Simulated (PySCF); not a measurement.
# CH9NOSi2: the cost of one run

Programs: PySCF 2.14.0, with density-fitted response routines of our own. Each step states its level of theory. These are calculated values for one molecule in the gas phase, unless marked as measured. Atoms are numbered from 0 throughout.

### 1 Starting geometry

14 atoms, charge 0, multiplicity 1; geometry from: GFN2-xTB. The atoms were then displaced at random by about 0.01 Å, so the start is not that level's minimum.

Bonds of the start (Å): C0–Si1 1.89, Si1–N2 1.74, Si1–Si3 2.33, Si3–O4 1.60, C0–H5 1.11, C0–H6 1.09, C0–H7 1.05, Si1–H8 1.51, N2–H9 1.00, N2–H10 1.02, Si3–H11 1.46, Si3–H12 1.45, O4–H13 0.94.

### 2 Geometry optimisation at PBE0-D3(BJ)/def2-SVP

Job settings and geometry (Å):

```
{"job": {"xc": "PBE0", "basis": "def2-SVP", "d3": "d3bj", "grid": 1, "shake": 0.01, "kind": "geom"}, "charge": 0, "multiplicity": 1}
C     -1.887620    -0.841110     0.099560
Si    -0.413790     0.094960     0.814040
N     -0.665770     1.749690     0.355280
Si     1.609090    -0.592620    -0.109660
O      2.660130     0.277970     0.730030
H     -2.840360    -0.438360     0.514460
H     -1.957620    -0.698580    -0.981670
H     -1.842470    -1.873350     0.302210
H     -0.482500    -0.103170     2.305610
H     -1.540170     2.189190     0.539760
H      0.087570     2.406680     0.549520
H      1.818010    -0.356830    -1.533190
H      1.862450    -2.012360     0.064390
H      3.585900     0.182810     0.621930
```

On the command line:

```bash
> OMP_NUM_THREADS=1 python probes_run.py task.json out
```

The driver reads the jobs from task.json and runs them one after another.

Q: Estimate the wall time and peak memory of this first job on 1 thread of AMD EPYC 7R43, shared host.

About 74 s, with a peak of 0.52 GiB.
